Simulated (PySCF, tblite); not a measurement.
# C6H6F3O radical: geometry, infrared bands and EPR parameters

Aim: predict the infrared bands and EPR parameters of C6H6F3O radical (`FC(F)(F)C[C@H]1C[C]=CO1`).

The runs use tblite 0.8.0 and PySCF 2.14.0, with density-fitted response routines of our own; the level of theory stands in each step. All values are computed, except where a source is named. Atoms count from 0, in the outputs and in this text.

### 1 The starting structure

16 atoms, charge 0, multiplicity 2; geometry from: force field or distance geometry start.

Bonds of the start (Å): F0–C1 1.36, C1–F2 1.36, C1–F3 1.35, C1–C4 1.51, C4–C5 1.52, C5–C6 1.55, C6–C7 1.44, C7–C8 1.28, C8–O9 1.37, O9–C5 1.48, C4–H10 1.10, C4–H11 1.09, C5–H12 1.11, C6–H13 1.10, C6–H14 1.09, C8–H15 1.09.

### 2 Geometry optimisation with GFN2-xTB

What the job is given:

```
{"job": {"kind": "relax", "xc": "GFN2-xTB", "basis": "xTB"}, "charge": 0, "multiplicity": 2}
F      2.914600    -1.089100    -0.623000
C      2.006800    -0.083700    -0.466700
F      2.627600     0.893200     0.241500
F      1.709800     0.403100    -1.688500
C      0.784600    -0.587300     0.267700
C     -0.218500     0.533600     0.502000
C     -0.863200     1.117200    -0.777500
C     -2.204800     1.183100    -0.268300
C     -2.456100     0.599300     0.847600
O     -1.319600    -0.004700     1.325000
H      0.312400    -1.397500    -0.311400
H      1.072400    -1.031700     1.222300
H      0.240900     1.339300     1.106300
H     -0.782100     0.432400    -1.629700
H     -0.433000     2.088800    -1.040800
H     -3.399400     0.280600     1.282000
```

Run with:

```
$ OMP_NUM_THREADS=1 python probes_run.py task.json out
```

The driver reads the jobs from task.json and runs them one after another.

**Question.** This job is followed by: GFN2-xTB harmonic vibrations, gas phase; UKS B3LYP, pcH-1 on C F H O, non-relativistic, mean-field spin-orbit, GIAO. Predict these results of the whole session: strongest single infrared mode (GFN2-xTB); zero-point energy (GFN2-xTB); g(iso) (B3LYP); ⟨S²⟩; largest a(iso) (averaged by class); surface potential, 1st and 99th percentile.

The runs gave:

| quantity | value |
| --- | --- |
| strongest single infrared mode (GFN2-xTB) | 1067 cm⁻¹, 182 km/mol |
| zero-point energy (GFN2-xTB) | 68.7 kcal/mol |
| g(iso) (B3LYP) | 2.00172 |
| ⟨S²⟩ | 0.761 (exact 0.75) |
| largest a(iso) (averaged by class) | 13C on C7, 482.0 MHz |
| surface potential, 1st and 99th percentile | -0.93 V and 1.21 V |

What this shows: Relaxing lowered the energy by 0.280 eV in 67 steps; the close pair that moved most is C6–C7, from 1.436 to 1.481 Å. No mode is imaginary among the 42: a minimum at this level. The strongest single mode, at 1067 cm⁻¹, moves mainly C1. Unscaled tight-binding wavenumbers are off by several per cent, some by more. Its intensities can rank the bands wrongly. C7 carries the largest spin population, 1.02 e. The isotropic g lies 0.6 ppt below the free-electron value.
